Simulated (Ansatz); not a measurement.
# BH7NPSi: the cost of one run

All numbers are computed with the Python package of Ansatz 0.2.0. Level of theory: wB97X/cc-pVTZ.

**1. Starting point**

Bond lengths: B1–Si2 1.874 Å, Si2–N3 1.789 Å, Si2–P4 2.212 Å, B1–H5 1.234 Å, B1–H6 1.218 Å, Si2–H7 1.501 Å, N3–H8 1.081 Å, N3–H9 1.101 Å, P4–H10 1.420 Å, P4–H11 1.532 Å. Angles (14 of 15 angles, heavy atoms first): B1–Si2–N3 109.0°, B1–Si2–P4 110.8°, N3–Si2–P4 110.3°, B1–Si2–H7 109.1°, N3–Si2–H7 110.6°, P4–Si2–H7 107.1°, Si2–B1–H5 121.6°, Si2–B1–H6 123.5°, Si2–N3–H8 103.5°, Si2–N3–H9 106.4°, Si2–P4–H10 93.5°, Si2–P4–H11 90.7°, H5–B1–H6 114.9°, H8–N3–H9 103.5°.

The script holds or builds the structure itself.

**2. Script**

bh7npsi.py

```python
'''Single point of BH7NPSi in a Gaussian basis.'''

import ansatz as az
from ase import Atoms


def main() -> None:
    atoms = Atoms(['B', 'Si', 'N', 'P', 'H', 'H', 'H', 'H', 'H', 'H', 'H'], positions=[
        [-0.6743, 1.4485, 0.0071],
        [0.4326, -0.049, 0.2192],
        [-0.2966, -1.1447, 1.4308],
        [0.7037, -1.1039, -1.7063],
        [-1.1972, 1.7172, -1.0781],
        [-0.9542, 2.2122, 0.9142],
        [1.7905, 0.4052, 0.6692],
        [0.4456, -1.9219, 1.5484],
        [-0.2627, -0.6097, 2.3928],
        [0.8883, 0.0986, -2.4381],
        [-0.8102, -1.1095, -1.9387],
    ])
    system = az.Crystal.molecule_from_ase(atoms)

    base = system.calculation()
    base = base.basis(gaussian='cc-pVTZ')
    base = base.functional(az.LibraryFunctional('wB97X'))
    out = base.run(threads=1, backend='cpu')
    rep = out.report

    print(f'E = {rep["free_energy_ev"]:.6f} eV = {rep["free_energy_ev"] / 27.211386246:.7f} Ha')
    print('converged:', rep['converged'], ' doubts:', rep['published_state_doubts'] or 'none')

    state = rep['mean_field']['state']
    print(f'mean field: {state["energy"]["hartree"]:.7f} Ha, <S^2> = {abs(state["spin_squared"]):.4f}, stability: {state.get("stability", {}).get("kind")}')


if __name__ == '__main__':
    main()
```

**3. Running it**

Started as:

```console
python bh7npsi.py
```

What time and memory should one allow on 1 thread of Arm Neoverse V1, shared host?

About 22 s, with a peak of 0.59 GiB.
